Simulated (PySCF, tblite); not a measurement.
# C5H11BF2Si: geometry, infrared bands and NMR shifts

Aim: predict the infrared bands and NMR shifts of C5H11BF2Si (`FC(F)[SiH]1CCBCC1`).

Programs: tblite 0.8.0 and PySCF 2.14.0, with density-fitted response routines of our own. Each step states its level of theory. These are calculated values for one molecule in the gas phase, unless marked as measured. Atoms are numbered from 0 throughout.

**1. The starting structure**

20 atoms, charge 0, multiplicity 1; geometry from: force field or distance geometry start.

Bonds of the start (Å): F0–C1 1.40, C1–F2 1.39, C1–Si3 1.86, Si3–C4 1.85, C4–C5 1.49, C5–B6 1.56, B6–C7 1.57, C7–C8 1.52, C8–Si3 1.88, C1–H9 1.11, Si3–H10 1.46, C4–H11 1.09, C4–H12 1.10, C5–H13 1.11, C5–H14 1.13, B6–H15 1.20, C7–H16 1.11, C7–H17 1.13, C8–H18 1.12, C8–H19 1.09.

**2. Geometry optimisation with GFN2-xTB**

What the job is given:

```
{"job": {"kind": "relax", "xc": "GFN2-xTB", "basis": "xTB"}, "charge": 0, "multiplicity": 1}
F      2.683900    -0.613100     1.653100
C      2.681200    -0.201400     0.313400
F      3.419800     0.970700     0.219900
Si     0.964500     0.023100    -0.362000
C      0.058500     1.389100     0.499700
C     -1.424200     1.383000     0.309200
B     -2.063300     0.018000    -0.076000
C     -1.379100    -1.159500    -0.851500
C     -0.090700    -1.519100    -0.120400
H      3.164400    -0.991400    -0.302300
H      1.035400     0.237800    -1.807100
H      0.291900     1.317100     1.565700
H      0.443100     2.351900     0.136200
H     -1.696900     2.205400    -0.382700
H     -1.866000     1.680700     1.301800
H     -3.222600    -0.121900     0.199300
H     -1.078300    -0.873000    -1.883300
H     -2.020800    -2.091500    -0.891400
H     -0.293200    -1.572000     0.983100
H      0.387300    -2.423200    -0.507700
```

On the command line:

```bash
> OMP_NUM_THREADS=1 python probes_run.py task.json out
```

The driver reads the jobs from task.json and runs them one after another.

The program printed:

```text
step      E/eV     max force
  0    -780.76791    1.619
  1    -780.98076    0.788
  2    -781.05763    0.666
  3    -781.12865    0.630
  4    -781.17763    0.462
  5    -781.20235    0.364
  6    -781.22408    0.446
  7    -781.24170    0.319
  8    -781.25488    0.235
  9    -781.26548    0.204
 10    -781.27536    0.253
 11    -781.28527    0.236
 12    -781.29473    0.247
 13    -781.30276    0.209
 14    -781.30905    0.200
 15    -781.31425    0.187
 16    -781.31971    0.207
 17    -781.32605    0.204
 18    -781.33214    0.190
 19    -781.33669    0.192
 20    -781.34002    0.152
 21    -781.34318    0.160
 22    -781.34688    0.148
 23    -781.35097    0.167
 24    -781.35520    0.157
 25    -781.35988    0.191
 26    -781.36533    0.183
 27    -781.37091    0.185
 28    -781.37579    0.174
 29    -781.38011    0.148
 30    -781.38490    0.205
 31    -781.39104    0.220
 32    -781.39725    0.232
 33    -781.40153    0.157
 34    -781.40390    0.118
 35    -781.40565    0.091
 36    -781.40746    0.097
 37    -781.40906    0.112
 38    -781.41047    0.073
 39    -781.41166    0.071
 40    -781.41288    0.075
 41    -781.41379    0.071
 42    -781.41478    0.055
 43    -781.41539    0.051
 44    -781.41585    0.046
 45    -781.41625    0.047
 46    -781.41670    0.056
 47    -781.41719    0.055
 48    -781.41769    0.048
 49    -781.41813    0.056
 50    -781.41852    0.057
 51    -781.41895    0.050
 52    -781.41945    0.049
 53    -781.41996    0.048
 54    -781.42039    0.042
 55    -781.42075    0.041
 56    -781.42108    0.044
 57    -781.42148    0.052
 58    -781.42191    0.049
 59    -781.42225    0.039
 60    -781.42244    0.026
 61    -781.42254    0.027
 62    -781.42262    0.028
 63    -781.42272    0.028
 64    -781.42285    0.026
 65    -781.42301    0.030
 66    -781.42319    0.028
 67    -781.42339    0.028
 68    -781.42359    0.028
 69    -781.42376    0.027
 70    -781.42387    0.018
 71    -781.42394    0.017
 72    -781.42401    0.021
 73    -781.42411    0.026
 74    -781.42423    0.026
 75    -781.42434    0.021
 76    -781.42440    0.015
 77    -781.42444    0.016
 78    -781.42449    0.021
 79    -781.42456    0.023
 80    -781.42462    0.018
 81    -781.42466    0.013
 82    -781.42469    0.012
 83    -781.42472    0.014
 84    -781.42475    0.011
 85    -781.42477    0.009
```

Wall time 1.2 s (1 thread of Arm Neoverse N1, shared host); peak memory 0.18 GiB.

The steps of the relaxation: (not every step is listed)

| step | energy from step 0 (eV) | largest force (eV/Å) |
| --- | --- | --- |
| 0 | 0.0000 | 1.6187 |
| 1 | -0.2129 | 0.7882 |
| 2 | -0.2897 | 0.6657 |
| 3 | -0.3607 | 0.6303 |
| 4 | -0.4097 | 0.4618 |
| 5 | -0.4344 | 0.3636 |
| 6 | -0.4562 | 0.4456 |
| 7 | -0.4738 | 0.3189 |
| 8 | -0.4870 | 0.2347 |
| 15 | -0.5463 | 0.1871 |
| 22 | -0.5790 | 0.1485 |
| 29 | -0.6122 | 0.1481 |
| 36 | -0.6395 | 0.0972 |
| 43 | -0.6475 | 0.0510 |
| 50 | -0.6506 | 0.0573 |
| 57 | -0.6536 | 0.0524 |
| 64 | -0.6549 | 0.0258 |
| 71 | -0.6560 | 0.0174 |
| 78 | -0.6566 | 0.0210 |
| 80 | -0.6567 | 0.0184 |
| 81 | -0.6567 | 0.0135 |
| 82 | -0.6568 | 0.0117 |
| 83 | -0.6568 | 0.0136 |
| 84 | -0.6568 | 0.0114 |
| 85 | -0.6569 | 0.0085 |

Distances of close pairs at the start and the end, largest changes first:

| bond | before (Å) | after (Å) | change (Å) |
| --- | --- | --- | --- |
| C1–Si3 | 1.858 | 1.937 | +0.079 |
| C4–C5 | 1.495 | 1.536 | +0.041 |
| Si3–C4 | 1.852 | 1.891 | +0.040 |
| C7–H17 | 1.132 | 1.094 | -0.039 |
| F0–C1 | 1.402 | 1.364 | -0.038 |
| C5–H14 | 1.127 | 1.093 | -0.033 |
| C8–H18 | 1.123 | 1.093 | -0.030 |
| C1–F2 | 1.389 | 1.363 | -0.025 |

The final coordinates are the input of the step that follows.

**3. Harmonic vibrations with GFN2-xTB**

What the job is given:

```
{"job": {"kind": "ir", "xc": "GFN2-xTB", "basis": "xTB"}, "charge": 0, "multiplicity": 1}
F      2.711798    -0.479192     1.622725
C      2.762273    -0.193705     0.290171
F      3.508769     0.941413     0.178250
Si     0.984894     0.095186    -0.424187
C      0.057581     1.347355     0.648064
C     -1.422673     1.409833     0.243195
B     -2.182914     0.065860    -0.058673
C     -1.493916    -1.236632    -0.611862
C     -0.023293    -1.498297    -0.257546
H      3.339774    -0.996959    -0.184787
H      1.203382     0.520271    -1.816871
H      0.120977     1.033910     1.693928
H      0.496555     2.345995     0.601526
H     -1.495421     1.964844    -0.701219
H     -1.961063     2.025280     0.969152
H     -3.356221     0.081856    -0.008235
H     -1.567178    -1.124871    -1.701287
H     -2.079308    -2.131696    -0.383933
H      0.028030    -1.849962     0.776118
H      0.362806    -2.309810    -0.877564
```

The program printed:

```text
mode    cm-1     km/mol
  1      30.3      1.41
  2      66.2      1.45
  3      88.9      3.51
  4     130.4      0.10
  5     147.6      3.46
  6     202.6      3.45
  7     225.8      2.14
  8     270.8      7.21
  9     344.8      0.28
 10     372.8     39.07
 11     478.9      6.86
 12     490.5      5.65
 13     573.8     56.10
 14     608.8      8.75
 15     616.9     19.50
 16     645.2     19.66
 17     704.0    121.40
 18     736.0    105.79
 19     753.2      1.40
 20     776.6     12.20
 21     795.7     95.25
 22     801.4    149.00
 23     874.6     50.58
 24     905.8      0.64
 25     999.2    124.41
 26    1033.3      3.79
 27    1059.6     68.58
 28    1078.5     36.94
 29    1080.5     35.47
 30    1081.6     18.04
 31    1154.2     39.78
 32    1184.4     13.38
 33    1214.4    105.81
 34    1239.5     30.47
 35    1255.2     13.32
 36    1265.5      1.00
 37    1283.2      5.21
 38    1320.0      7.22
 39    1328.9      7.94
 40    1459.0      1.45
 41    1463.7      2.88
 42    1467.1     19.49
 43    1473.5      2.52
 44    2202.0    304.16
 45    2609.2    155.65
 46    2903.6     47.86
 47    2908.1      7.15
 48    2911.9     47.22
 49    2951.1     22.62
 50    2956.2     49.83
 51    2960.5     25.17
 52    2962.5     66.46
 53    2971.3     12.58
 54    2974.3     52.66
```

It took 1.4 s on 1 thread of Arm Neoverse N1, shared host; peak memory 0.18 GiB.

Which atoms move in the most intense modes:

| cm⁻¹ | km/mol | atoms |
| --- | --- | --- |
| 704 | 121.4 | B6 22 %, H10 22 %, H15 17 % |
| 736 | 105.8 | Si3 34 %, H10 15 %, C8 13 % |
| 796 | 95.2 | C4 15 %, C8 14 %, B6 14 %, H12 14 % |
| 801 | 149.0 | Si3 28 %, C4 18 %, C8 14 %, H12 12 % |
| 999 | 124.4 | C1 62 %, F2 17 %, F0 17 % |
| 1214 | 105.8 | B6 39 %, H15 17 %, H17 14 %, H14 13 % |
| 2202 | 304.2 | H10 97 % |
| 2609 | 155.7 | H15 92 % |

**4. Nuclear shieldings: PBE0/pcSseg-1**

Settings changed since step 3:

```diff
@@ -1,2 +1,2 @@
-{"job": {"kind": "ir", "xc": "GFN2-xTB", "basis": "xTB"}, "charge": 0, "multiplicity": 1}
+{"job": {"kind": "nmr", "xc": "PBE0", "basis": "pcSseg-1"}, "charge": 0, "multiplicity": 1}
 F      2.711798    -0.479192     1.622725
```

With the program's defaults for keys left out, this is: GIAO PBE0/pcSseg-1 NMR shielding, non-relativistic, gas phase.

The program printed:

```text
coarse grid: 17136 points
cycle   1  E = -710.3605555561  dE =  9.037e-01  |g| = 7.588e-01  |ddm| = 3.908e+00
cycle   2  E = -710.2661228857  dE =  9.443e-02  |g| = 1.066e+00  |ddm| = 1.187e+00
cycle   3  E = -710.4736863361  dE = -2.076e-01  |g| = 6.419e-02  |ddm| = 7.154e-01
cycle   4  E = -710.4743663765  dE = -6.800e-04  |g| = 2.929e-02  |ddm| = 6.610e-02
cycle   5  E = -710.4745393229  dE = -1.729e-04  |g| = 8.484e-03  |ddm| = 2.722e-02
cycle   6  E = -710.4745554152  dE = -1.609e-05  |g| = 1.677e-03  |ddm| = 9.132e-03
cycle   7  E = -710.4745559890  dE = -5.738e-07  |g| = 3.441e-04  |ddm| = 1.764e-03
final grid: 161480 points
cycle   8  E = -710.5388122437  dE = -5.312e-05  |g| = 9.288e-03  |ddm| = 2.892e-02
cycle   9  E = -710.5388007274  dE =  1.152e-05  |g| = 1.201e-02  |ddm| = 1.680e-02
cycle  10  E = -710.5388330219  dE = -3.229e-05  |g| = 7.950e-04  |ddm| = 9.282e-03
cycle  11  E = -710.5388331232  dE = -1.013e-07  |g| = 2.704e-04  |ddm| = 8.056e-04
cycle  12  E = -710.5388331338  dE = -1.060e-08  |g| = 6.889e-05  |ddm| = 2.005e-04
cycle  13  E = -710.5388331347  dE = -8.886e-10  |g| = 2.465e-05  |ddm| = 7.088e-05
converged SCF energy = -710.5388331347

GIAO shielding tensors (ppm)
atom      isotropic    diamagn.    paramagn.     s11        s22        s33       span
  0 F      333.237     474.320    -141.084    201.579    328.488    469.643    268.064
  1 C       59.898     248.735    -188.838     37.550     65.780     76.362     38.812
  2 F      329.405     471.921    -142.516    190.721    325.618    471.876    281.156
  3 Si     376.651     880.597    -503.947    351.082    381.075    397.794     46.712
  4 C      182.521     252.468     -69.947    175.318    183.324    188.920     13.603
  5 C      159.825     250.094     -90.269    134.773    164.270    180.431     45.657
  6 B       11.613     187.706    -176.093    -68.966    -18.654    122.459    191.425
  7 C      159.904     250.063     -90.159    135.808    163.904    180.000     44.192
  8 C      180.370     253.461     -73.091    173.351    181.425    186.334     12.983
  9 H       25.383      28.301      -2.917     23.170     25.136     27.844      4.675
 10 H       27.406      29.794      -2.388     24.585     25.422     32.210      7.625
 11 H       30.484      32.140      -1.656     25.846     29.607     35.998     10.152
 12 H       30.413      30.572      -0.159     24.464     29.330     37.445     12.981
 13 H       30.754      29.662       1.092     25.885     29.372     37.005     11.120
 14 H       28.931      28.917       0.014     23.302     27.547     35.942     12.640
 15 H       23.873      28.778      -4.904     19.012     26.204     26.404      7.392
 16 H       30.781      29.776       1.005     25.951     29.419     36.973     11.022
 17 H       28.974      28.966       0.008     23.378     27.533     36.011     12.634
 18 H       30.685      32.470      -1.786     26.307     29.609     36.138      9.831
 19 H       30.627      30.996      -0.369     25.096     29.121     37.663     12.566
```

Wall time 68 s (1 thread of Arm Neoverse N1, shared host); peak memory 1 GiB.

The references, computed at this level on geometries of the same kind, shield at (ppm): 1H TMS 31.72, 13C TMS 186.9, 29Si TMS 349.2, 19F CFCl3 170.9, 11B BF3·OEt2 100.1. Their shielding less the atom's gives the shift. The references are single molecules in the gas phase, so shifts against H2O, NH3, PH3, H3PO4 or CFCl3 are not on the usual liquid scales and can be off by tens of ppm. Atoms listed in one row are averaged.

| atoms | environment | σ (ppm) | δ (ppm) | δ scaled to CDCl3 |
| --- | --- | --- | --- | --- |
| C1 | sp3 CH bonded to 2 F and Si | 59.9 | 127.0 | 122.1 |
| C5, C7 | sp3 CH2 bonded to B | 159.9 | 27.1 | 24.5 |
| C4, C8 | sp3 CH2 bonded to Si | 181.4 | 5.5 | 3.4 |
| H15 | hydrogen on a boron bonded to 2 C, in a 6-membered ring | 23.87 | 7.84 | – |
| H9 | hydrogen on an sp3 CH bonded to 2 F and Si | 25.38 | 6.33 | 6.08 |
| H10 | hydrogen on a silicon bonded to 3 C, in a 6-membered ring | 27.41 | 4.31 | – |
| H14, H17 | hydrogen on an sp3 CH2 bonded to B | 28.95 | 2.76 | 2.71 |
| H12, H19 | hydrogen on an sp3 CH2 bonded to Si | 30.52 | 1.20 | 1.23 |
| H11, H18 | hydrogen on an sp3 CH2 bonded to Si | 30.58 | 1.13 | 1.17 |
| H13, H16 | hydrogen on an sp3 CH2 bonded to B | 30.77 | 0.95 | 1.00 |
| F0, F2 | fluorine of a CF2 group | 331.3 | -160.4 | – |
| Si3 | silicon bonded to 3 C, H, in a 6-membered ring | 376.7 | -27.5 | – |
| B6 | boron bonded to 2 C, H, in a 6-membered ring | 11.6 | 88.5 | – |

The scaled column applies a straight-line fit of computed shieldings to shifts measured in CDCl3, and one for carbons that bear F (root-mean-square error 0.16 ppm for H, 1.9 ppm for C).

The run also stored atomic charges by several schemes (e):

| atoms | Mulliken | IAO | Hirshfeld | ESP fit |
| --- | --- | --- | --- | --- |
| F0, F2 | -0.31 | -0.31 | -0.12 | -0.19 |
| C1 | 0.24 | 0.18 | 0.05 | 0.10 |
| Si3 | 0.78 | 0.88 | 0.35 | 0.22 |
| C4, C8 | -0.51 | -0.54 | -0.16 | -0.04 |
| C5, C7 | -0.47 | -0.40 | -0.14 | -0.12 |
| B6 | 0.36 | 0.19 | 0.18 | 0.35 |

Mayer bond orders: F0–C1 0.89, C1–F2 0.91, C1–Si3 0.82, Si3–C4 0.95, C4–C5 1.04, C5–B6 1.01, B6–C7 1.00, C7–C8 1.04, C8–Si3 0.93.

Ring of atoms Si3, C4, C5, B6, C7, C8: NICS(0) 2.4, NICS(1) -0.6, NICS(1)zz 4.4 ppm (means of both faces).

**5. Outcome**

```
                                                                 quantity                                         value
                                strongest single infrared mode (GFN2-xTB)                         2202 cm⁻¹, 304 km/mol
                                             zero-point energy (GFN2-xTB)                                 94.9 kcal/mol
  13C shifts against TMS (PBE0/pcSseg-1, means over atoms taken as alike)                          127.0, 27.1, 5.5 ppm
   1H shifts against TMS (PBE0/pcSseg-1, means over atoms taken as alike)  7.84, 6.33, 4.31, 2.76, 1.20, 1.13, 0.95 ppm
19F shifts against CFCl3 (PBE0/pcSseg-1, means over atoms taken as alike)                                    -160.4 ppm
                                  29Si shifts against TMS (PBE0/pcSseg-1)                                     -27.5 ppm
                              11B shifts against BF3·OEt2 (PBE0/pcSseg-1)                                      88.5 ppm
```

Over 85 steps the energy fell by 0.657 eV; of the close pairs, C1–Si3 changed most, 1.858 to 1.937 Å. All 54 modes are real, so the xTB geometry is a minimum. The strongest single mode, at 2202 cm⁻¹, moves mainly H10. GFN2-xTB is a fitted tight-binding method: band positions and strengths are rough. Its intensities can rank the bands wrongly. At PBE0/pcSseg-1: Shielding is most anisotropic at F0, F2 (span 275 ppm, paramagnetic term -142 ppm).
